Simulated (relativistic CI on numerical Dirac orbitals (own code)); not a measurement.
# Ca²⁺: one ion under different settings

Aim: see what numerical and physical settings do to the SCF, the total energy and the lowest levels of Ca²⁺.

The numbers are computed with relativistic CI on numerical Dirac orbitals (own code) version 3 (Dirac-Coulomb-Breit CI, KLI orbitals optimised for each configuration, model QED (radiative potential, 1s self-energy scaled to tabulated hydrogen-like ionisation energies), numerical settings as typed), except any that are marked as measured or tabulated.

## 1. The system

| Quantity | Value |
| --- | --- |
| ion | Ca²⁺ (Ca III) |
| nuclear charge | 20 |
| electrons | 18 |
| isotope | A = 40 |

## 2. A try

Settings, as recorded:

```ini
atom Ca  Z=20  charge=2  electrons=18
nucleus A=40  rms_radius_fm=3.4776
hamiltonian dirac-coulomb  breit=on  qed=on  c_scale=1
orbitals kli  potential=per-configuration
slater_scale 1
correlation none
mixing on
grid step=0.0125 r_max=34.3
scf mixing=0.4 start=green max_iterations=6 tolerance=2e-08 node_fill=0.05
configurations
  [Ne] 3s2 3p6
  [Ne] 3s2 3p5 3d
end
```

Command:

```console
$ python run_levels.py task.json out
```

One command runs all members of the session, one after another, from task.json.

Main fields of the result record, rounded:

```text
{
  "status": "not_converged",
  "warnings": ["SCF of 1s2 2s2 2p6 3s2 3p6 did not converge"],
  "scf_steps of the first configuration [iteration, E_Ha, residual, outer_eigenvalue_Ha]": [
    [1, -675.7730531, 1.29, -2.677],
    [2, -678.5112929, 0.53, -2.103],
    [3, -679.0880386, 0.042, -1.817],
    [4, -679.0951366, 0.0302, -1.894],
    [5, -679.0968257, 0.00345, -1.867],
    [6, -679.0968382, 0.000229, -1.861]
  ]
}
```

Wall time 0.013 s (1 thread, shared host).

Cause: the run ended without a result. The SCF ran into its iteration limit before the residual met the tolerance. The input had iteration limit 6. The cure is to restore the usual settings of the SCF.

## 3. The mended input

Changes to the settings of step 2:

```diff
@@ -8,3 +8,3 @@
 grid step=0.0125 r_max=34.3
-scf mixing=0.4 start=green max_iterations=6 tolerance=2e-08 node_fill=0.05
+scf mixing=0.4 start=green max_iterations=150 tolerance=2e-08 node_fill=0.05
 configurations
```

From the record:

```text
{
  "status": "converged",
  "levels [i, E_cm, J2, conf, term, w_term, w_jj]": [
    [0, 0, 0, "3p6", "1S", 1, 1],
    [1, 199795.67, 0, "3p5 3d", "3P*", 1, 1],
    [2, 200282.18, 2, "3p5 3d", "3P*", 0.9989, 0.5608],
    [3, 201286.85, 4, "3p5 3d", "3P*", 0.9967, 0.4675],
    [4, 209098.12, 8, "3p5 3d", "3F*", 1, 1],
    [5, 210224.15, 6, "3p5 3d", "3F*", 0.9926, 0.6134],
    [6, 211202.77, 4, "3p5 3d", "3F*", 0.9934, 0.6792],
    [7, 225988.48, 6, "3p5 3d", "3D*", 0.8281, 0.9556],
    [8, 226344.07, 4, "3p5 3d", "1D*", 0.5858, 0.5974],
    [9, 227085.44, 2, "3p5 3d", "3D*", 0.9987, 0.5056],
    [10, 227238.6, 4, "3p5 3d", "3D*", 0.5876, 0.5339],
    [11, 228260.6, 6, "3p5 3d", "1F*", 0.8245, 0.5972],
    [12, 308520.73, 2, "3p5 3d", "1P*", 0.9997, 0.5871]
  ],
  "total_energy [Ha]": -678.77998317,
  "n_levels_all": 13,
  "overlap": 4.06258e-13,
  "scf_iterations": [10, 10],
  "orbital_energies [Ha]": {"1s": -145.912, "2s": -16.193, "2p1/2": -13.3542, "2p3/2": -13.2187, "3s": -2.56982, "3p1/2": -1.87534, "3p3/2": -1.86143},
  "configurations [conf, odd, states, E_av_Ha, breit_Ha, qed_Ha]": [
    ["3p6", 0, 1, -679.0968456, 0.1909, 0.1259],
    ["3p5 3d", 1, 60, -678.088343, 0.1902, 0.126]
  ],
  "scf_steps of the first configuration [iteration, E_Ha, residual, outer_eigenvalue_Ha]": [
    [1, -675.7730531, 1.29, -2.677],
    [2, -678.5112929, 0.53, -2.103],
    [3, -679.0880386, 0.042, -1.817],
    [4, -679.0951366, 0.0302, -1.894],
    [5, -679.0968257, 0.00345, -1.867],
    [6, -679.0968382, 0.000229, -1.861],
    [7, -679.0968421, 9.08e-05, -1.861],
    [8, -679.0968457, 2.86e-06, -1.861],
    [9, -679.0968456, 7e-07, -1.861],
    [10, -679.0968456, 4.23e-09, -1.861]
  ]
}
```

It took 0.14 s on 1 thread, shared host.

## 4. Speed-of-light factor 0.8

Changes to the settings of step 3:

```diff
@@ -2,3 +2,3 @@
 nucleus A=40  rms_radius_fm=3.4776
-hamiltonian dirac-coulomb  breit=on  qed=on  c_scale=1
+hamiltonian dirac-coulomb  breit=on  qed=on  c_scale=0.8
 orbitals kli  potential=per-configuration
```

From the record:

```text
{
  "status": "converged",
  "levels [i, E_cm, J2, conf, term, w_term]": [
    [0, 0, 0, "3p6", "1S", 1],
    [1, 199662.77, 0, "3p5 3d", "3P*", 1],
    [2, 200399.26, 2, "3p5 3d", "3P*", 0.9975],
    [3, 201925.85, 4, "3p5 3d", "3P*", 0.9919],
    [4, 208997.49, 8, "3p5 3d", "3F*", 1],
    [5, 210658.53, 6, "3p5 3d", "3F*", 0.9827],
    [6, 212205.12, 4, "3p5 3d", "3F*", 0.982],
    [7, 225903.83, 6, "3p5 3d", "3D*", 0.7571],
    "... 5 more rows left out ..."
  ],
  "total_energy [Ha]": -680.35011721,
  "n_levels_all": 13,
  "overlap": 3.83445e-13,
  "scf_iterations": [10, 10],
  "orbital_energies [Ha]": {"1s": -146.346, "2s": -16.2708, "2p1/2": -13.411, "2p3/2": -13.1979, "3s": -2.57914, "3p1/2": -1.88043, "3p3/2": -1.85857},
  "configurations [conf, odd, states, E_av_Ha, breit_Ha, qed_Ha]": [
    ["3p6", 0, 1, -680.7836125, 0.2993, 0.1342],
    ["3p5 3d", 1, 60, -679.7727818, 0.2981, 0.1343]
  ],
  "scf_steps of the first configuration [iteration, E_Ha, residual, outer_eigenvalue_Ha]": [
    [1, -677.379368, 1.31, -2.682],
    [2, -680.1839577, 0.537, -2.102],
    [3, -680.7745771, 0.0426, -1.814],
    [4, -680.7818272, 0.0309, -1.892],
    [5, -680.7835924, 0.0035, -1.864],
    [6, -680.7836049, 0.000235, -1.858],
    [7, -680.7836089, 9.28e-05, -1.858],
    [8, -680.7836125, 2.97e-06, -1.859],
    [9, -680.7836125, 7.15e-07, -1.859],
    [10, -680.7836125, 4.28e-09, -1.859]
  ]
}
```

It took 0.14 s on 1 thread, shared host.

A changed speed of light describes a fictitious ion. The QED potentials keep the true α.

## 5. Nuclear radius 3.1298

Changes to the settings of step 4:

```diff
@@ -1,4 +1,4 @@
 atom Ca  Z=20  charge=2  electrons=18
-nucleus A=40  rms_radius_fm=3.4776
-hamiltonian dirac-coulomb  breit=on  qed=on  c_scale=0.8
+nucleus A=40  rms_radius_fm=3.1298
+hamiltonian dirac-coulomb  breit=on  qed=on  c_scale=1
 orbitals kli  potential=per-configuration
```

From the record:

```text
{
  "status": "converged",
  "levels [i, E_cm, J2, conf, term, w_term]": [
    [0, 0, 0, "3p6", "1S", 1],
    [1, 199795.64, 0, "3p5 3d", "3P*", 1],
    [2, 200282.15, 2, "3p5 3d", "3P*", 0.9989],
    [3, 201286.82, 4, "3p5 3d", "3P*", 0.9967],
    [4, 209098.08, 8, "3p5 3d", "3F*", 1],
    [5, 210224.12, 6, "3p5 3d", "3F*", 0.9926],
    [6, 211202.74, 4, "3p5 3d", "3F*", 0.9934],
    [7, 225988.44, 6, "3p5 3d", "3D*", 0.8281],
    "... 5 more rows left out ..."
  ],
  "total_energy [Ha]": -678.78015509,
  "n_levels_all": 13,
  "overlap": 4.06879e-13,
  "scf_iterations": [10, 10],
  "orbital_energies [Ha]": {"1s": -145.912, "2s": -16.193, "2p1/2": -13.3542, "2p3/2": -13.2187, "3s": -2.56982, "3p1/2": -1.87534, "3p3/2": -1.86143},
  "configurations [conf, odd, states, E_av_Ha, breit_Ha, qed_Ha]": [
    ["3p6", 0, 1, -679.0970182, 0.1909, 0.1259],
    ["3p5 3d", 1, 60, -678.0885158, 0.1902, 0.126]
  ],
  "scf_steps of the first configuration [iteration, E_Ha, residual, outer_eigenvalue_Ha]": [
    [1, -675.7732244, 1.29, -2.677],
    [2, -678.5114653, 0.53, -2.103],
    [3, -679.0882112, 0.042, -1.817],
    [4, -679.0953092, 0.0302, -1.894],
    [5, -679.0969983, 0.00345, -1.867],
    [6, -679.0970108, 0.000229, -1.861],
    [7, -679.0970147, 9.08e-05, -1.861],
    [8, -679.0970183, 2.86e-06, -1.861],
    [9, -679.0970182, 7e-07, -1.861],
    [10, -679.0970182, 4.23e-09, -1.861]
  ]
}
```

Wall time 0.13 s (1 thread, shared host).

The changed nuclear radius is not that of the isotope named.

## 6. End of the grid 51.45, iteration limit 30, Slater scale 0.5

Settings, as recorded:

```ini
atom Ca  Z=20  charge=2  electrons=18
nucleus A=40  rms_radius_fm=3.4776
hamiltonian dirac-coulomb  breit=on  qed=on  c_scale=1
orbitals kli  potential=per-configuration
slater_scale 0.5
correlation none
mixing on
grid step=0.0125 r_max=51.45
scf mixing=0.4 start=green max_iterations=30 tolerance=2e-08 node_fill=0.05
configurations
  [Ne] 3s2 3p6
  [Ne] 3s2 3p5 3d
end
```

From the record:

```text
{
  "status": "converged",
  "levels [i, E_cm, J2, conf, term, w_term]": [
    [0, 0, 0, "3p6", "1S", 1],
    [1, 209997.92, 0, "3p5 3d", "3P*", 1],
    [2, 210441.2, 2, "3p5 3d", "3P*", 0.9962],
    [3, 211361.46, 4, "3p5 3d", "3P*", 0.9873],
    [4, 214656.83, 8, "3p5 3d", "3F*", 1],
    [5, 215682.54, 6, "3p5 3d", "3F*", 0.9742],
    [6, 216667.6, 4, "3p5 3d", "3F*", 0.9696],
    [7, 223142.99, 6, "3p5 3d", "3D*", 0.7265],
    "... 5 more rows left out ..."
  ],
  "total_energy [Ha]": -678.77998317,
  "n_levels_all": 13,
  "overlap": 4.06402e-13,
  "scf_iterations": [10, 10],
  "orbital_energies [Ha]": {"1s": -145.912, "2s": -16.193, "2p1/2": -13.3542, "2p3/2": -13.2187, "3s": -2.56982, "3p1/2": -1.87534, "3p3/2": -1.86143},
  "configurations [conf, odd, states, E_av_Ha, breit_Ha, qed_Ha]": [
    ["3p6", 0, 1, -679.0968456, 0.1909, 0.1259],
    ["3p5 3d", 1, 60, -678.088343, 0.1902, 0.126]
  ],
  "scf_steps of the first configuration [iteration, E_Ha, residual, outer_eigenvalue_Ha]": [
    [1, -675.7730531, 1.29, -2.677],
    [2, -678.5112929, 0.53, -2.103],
    [3, -679.0880386, 0.042, -1.817],
    [4, -679.0951366, 0.0302, -1.894],
    [5, -679.0968257, 0.00345, -1.867],
    [6, -679.0968382, 0.000229, -1.861],
    [7, -679.0968421, 9.08e-05, -1.861],
    [8, -679.0968457, 2.87e-06, -1.861],
    [9, -679.0968456, 7e-07, -1.861],
    [10, -679.0968456, 4.23e-09, -1.861]
  ]
}
```

Run time: 0.13 s. Hardware: 1 thread, shared host.

## 7. Start potential thomas-fermi, QED terms off

Settings, as recorded:

```ini
atom Ca  Z=20  charge=2  electrons=18
nucleus A=40  rms_radius_fm=3.4776
hamiltonian dirac-coulomb  breit=on  qed=off  c_scale=1
orbitals kli  potential=per-configuration
slater_scale 1
correlation none
mixing on
grid step=0.0125 r_max=34.3
scf mixing=0.4 start=thomas-fermi max_iterations=150 tolerance=2e-08 node_fill=0.05
configurations
  [Ne] 3s2 3p6
  [Ne] 3s2 3p5 3d
end
```

From the record:

```text
{
  "status": "converged",
  "levels [i, E_cm, J2, conf, term, w_term]": [
    [0, 0, 0, "3p6", "1S", 1],
    [1, 199790.35, 0, "3p5 3d", "3P*", 1],
    [2, 200275.5, 2, "3p5 3d", "3P*", 0.9989],
    [3, 201277.42, 4, "3p5 3d", "3P*", 0.9967],
    [4, 209091.93, 8, "3p5 3d", "3F*", 1],
    [5, 210215.78, 6, "3p5 3d", "3F*", 0.9927],
    [6, 211192.05, 4, "3p5 3d", "3F*", 0.9934],
    [7, 225981.97, 6, "3p5 3d", "3D*", 0.8286],
    "... 5 more rows left out ..."
  ],
  "total_energy [Ha]": -678.90592226,
  "n_levels_all": 13,
  "overlap": 4.06548e-13,
  "scf_iterations": [11, 11],
  "orbital_energies [Ha]": {"1s": -145.912, "2s": -16.193, "2p1/2": -13.3542, "2p3/2": -13.2187, "3s": -2.56982, "3p1/2": -1.87534, "3p3/2": -1.86143},
  "configurations [conf, odd, states, E_av_Ha, breit_Ha, qed_Ha]": [
    ["3p6", 0, 1, -679.0968456, 0.1909, 0],
    ["3p5 3d", 1, 60, -678.088343, 0.1902, 0]
  ],
  "scf_steps of the first configuration [iteration, E_Ha, residual, outer_eigenvalue_Ha]": [
    [1, -674.5963881, 1.36, -1.013],
    [2, -678.7245107, 0.338, -1.597],
    [3, -679.0832666, 0.0627, -1.848],
    [4, -679.0952441, 0.0199, -1.881],
    [5, -679.096838, 0.000994, -1.863],
    [6, -679.0968326, 0.000295, -1.861],
    [7, -679.0968455, 5.25e-06, -1.861],
    [8, -679.0968457, 2.27e-06, -1.861],
    [9, -679.0968456, 5.61e-07, -1.861],
    [10, -679.0968456, 2.11e-08, -1.861],
    [11, -679.0968456, 2.01e-09, -1.861]
  ]
}
```

Wall time 0.076 s (1 thread, shared host).

## 8. Potential mixing 1.8

Settings, as recorded:

```ini
atom Ca  Z=20  charge=2  electrons=18
nucleus A=40  rms_radius_fm=3.4776
hamiltonian dirac-coulomb  breit=on  qed=on  c_scale=1
orbitals kli  potential=per-configuration
slater_scale 1
correlation none
mixing on
grid step=0.0125 r_max=34.3
scf mixing=1.8 start=green max_iterations=98 tolerance=2e-08 node_fill=0.05
configurations
  [Ne] 3s2 3p6
  [Ne] 3s2 3p5 3d
end
```

From the record:

```text
{
  "status": "converged",
  "levels [i, E_cm, J2, conf, term, w_term]": [
    [0, 0, 0, "3p6", "1S", 1],
    [1, 199795.67, 0, "3p5 3d", "3P*", 1],
    [2, 200282.18, 2, "3p5 3d", "3P*", 0.9989],
    [3, 201286.85, 4, "3p5 3d", "3P*", 0.9967],
    [4, 209098.12, 8, "3p5 3d", "3F*", 1],
    [5, 210224.15, 6, "3p5 3d", "3F*", 0.9926],
    [6, 211202.77, 4, "3p5 3d", "3F*", 0.9934],
    [7, 225988.48, 6, "3p5 3d", "3D*", 0.8281],
    "... 5 more rows left out ..."
  ],
  "total_energy [Ha]": -678.77998317,
  "n_levels_all": 13,
  "overlap": 4.06274e-13,
  "scf_iterations": [11, 11],
  "orbital_energies [Ha]": {"1s": -145.912, "2s": -16.193, "2p1/2": -13.3542, "2p3/2": -13.2187, "3s": -2.56982, "3p1/2": -1.87534, "3p3/2": -1.86143},
  "configurations [conf, odd, states, E_av_Ha, breit_Ha, qed_Ha]": [
    ["3p6", 0, 1, -679.0968456, 0.1909, 0.1259],
    ["3p5 3d", 1, 60, -678.088343, 0.1902, 0.126]
  ],
  "scf_steps of the first configuration [iteration, E_Ha, residual, outer_eigenvalue_Ha]": [
    [1, -675.7730531, 1.29, -2.677],
    [2, -667.5634397, 2.85, -0.9602],
    [3, -679.0126432, 0.168, -2.106],
    [4, -679.0939882, 0.0413, -1.938],
    [5, -679.0963691, 0.0148, -1.886],
    [6, -679.0968358, 0.000188, -1.862],
    [7, -679.0968398, 0.000536, -1.86],
    [8, -679.0968459, 4.36e-05, -1.862],
    [9, -679.0968456, 6.43e-06, -1.861],
    [10, -679.0968456, 5.12e-07, -1.861],
    [11, -679.0968456, 4.07e-10, -1.861]
  ]
}
```

Wall time 0.14 s (1 thread, shared host).

An extreme setting, but here it did no harm: energy and levels are those of the usual run.

## 9. Comparison

| setting | total energy less usual (Ha) | largest shift of a level among the lowest eight of both runs, same label and place (cm⁻¹) | SCF iterations | time | lowest level | kind of change |
| --- | --- | --- | --- | --- | --- | --- |
| usual | 0 | 0 | 20 | 0.14 s | 3p6 1S0 | - |
| speed-of-light factor 0.8 | -1.57 | 1000 | 20 | 0.14 s | 3p6 1S0 | unphysical constant |
| nuclear radius 3.1298 | -0.000172 | 0.0381 | 20 | 0.13 s | 3p6 1S0 | unphysical constant |
| end of the grid 51.45, iteration limit 30, Slater scale 0.5 | 0 | 10200 | 20 | 0.13 s | 3p6 1S0 | model term |
| start potential thomas-fermi, QED terms off | -0.126 | 10.7 | 22 | 0.076 s | 3p6 1S0 | model term |
| potential mixing 1.8 | 0 | 0 | 22 | 0.14 s | 3p6 1S0 | extreme, harmless here |

## 10. Outcome

| quantity | value |
| --- | --- |
| lowest level, usual settings | 3p6 1S0 |
| total energy | -678.7800 Ha |
| first excitation | 199796 cm⁻¹ |
| runs without a result | 1 |

In words: Among the runs whose levels can be followed, they move most under «end of the grid 51.45, iteration limit 30, Slater scale 0.5» (model term), by up to 10200 cm⁻¹. No visible change in the result comes from «potential mixing 1.8». Only the listed configurations are in the model. In a near-neutral ion this small CI can misplace whole configurations by 10,000 cm⁻¹ or more.
